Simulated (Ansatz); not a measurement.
# CH5GaO2Si: small, medium and large basis sets

The task here is to estimate one member of a computed series from the others.

Computed with Ansatz 0.2.0, Gaussian basis. Level: one geometry, several basis sets.

Plan: PBE0-D4/def2-SVP; ωB97M-V/def2-SVP; PBE0-D4/def2-QZVPP; ωB97M-V/def2-QZVPP; the functionals' def2-TZVPP values are taken from earlier runs.

## The relaxed structure

An earlier PBE0-D4 in a triple-zeta def2 set relaxation fixed the geometry.

SMILES `[OH][Ga]1[O]C[SiH2]1`, 10 atoms, charge 0, spin multiplicity 1.

Atoms are counted from 1 here; the program's logs count them from 0.

Bond lengths: O1–Ga2 1.774 Å, O1–H6 0.961 Å, Ga2–O3 1.839 Å, Ga2–Si5 2.373 Å, O3–C4 1.428 Å, C4–Si5 1.924 Å, C4–H7 1.097 Å, C4–H8 1.097 Å, Si5–H9 1.489 Å, Si5–H10 1.489 Å. Angles: Ga2–O1–H6 113.3°, O1–Ga2–O3 122.2°, O1–Ga2–Si5 160.0°, O3–Ga2–Si5 77.8°, Ga2–O3–C4 104.0°, O3–C4–Si5 105.0°, O3–C4–H7 110.5°, O3–C4–H8 110.5°, Si5–C4–H7 111.7°, Si5–C4–H8 111.7°, H7–C4–H8 107.5°, Ga2–Si5–C4 73.2°, Ga2–Si5–H9 119.3°, Ga2–Si5–H10 119.4°, C4–Si5–H9 116.4°, C4–Si5–H10 116.5°, H9–Si5–H10 108.5°.

Set-up of the first run:

The input, in.yaml:

```yaml
crystal:
  periodic: [false, false, false]
  atoms:
    - {symbol: O, position_ang: [-2.923272, 0.941807, -0.047588]}
    - {symbol: Ga, position_ang: [-1.194525, 0.547423, -0.000913]}
    - {symbol: O, position_ang: [-0.577478, -1.177640, -0.164899]}
    - {symbol: C, position_ang: [0.841444, -1.046611, -0.075378]}
    - {symbol: Si, position_ang: [1.155222, 0.837083, 0.157094]}
    - {symbol: H, position_ang: [-3.485495, 0.171262, -0.165139]}
    - {symbol: H, position_ang: [1.320823, -1.427931, -0.985333]}
    - {symbol: H, position_ang: [1.228655, -1.629329, 0.769442]}
    - {symbol: H, position_ang: [1.752895, 1.254327, 1.455528]}
    - {symbol: H, position_ang: [1.881732, 1.529618, -0.942814]}
basis:
  gaussian: {orbitals: def2-SVP}
hamiltonian: {xc: pbe0, dispersion: d4}
output: {orbitals: {seedname: orbitals}}
```

The run is started by

```sh
$ ansatz run in.yaml --threads 4 --pin off --events-out ev --progress --plain --max-ram 10444MiB
```

Steps of the session up to this table: PBE0-D4 in def2-SVP; ωB97M-V in def2-SVP; PBE0-D4 in def2-QZVPP; ωB97M-V in def2-QZVPP.

One of the session's tables, all rows but one given; the rest of the session is left out.

It belongs to the step «Density functionals: the series». 

```
functional       basis  HOMO (eV)
   PBE0-D4    def2-SVP      -7.27
   PBE0-D4  def2-TZVPP          ?
   PBE0-D4  def2-QZVPP      -7.42
   ωB97M-V    def2-SVP      -9.47
   ωB97M-V  def2-TZVPP      -9.59
   ωB97M-V  def2-QZVPP      -9.63
```

Estimate the missing values for PBE0-D4, def2-TZVPP.

The run gave: HOMO (eV): -7.38. In the column «HOMO (eV)» it lies between PBE0-D4, def2-QZVPP (-7.42) and PBE0-D4, def2-SVP (-7.27).
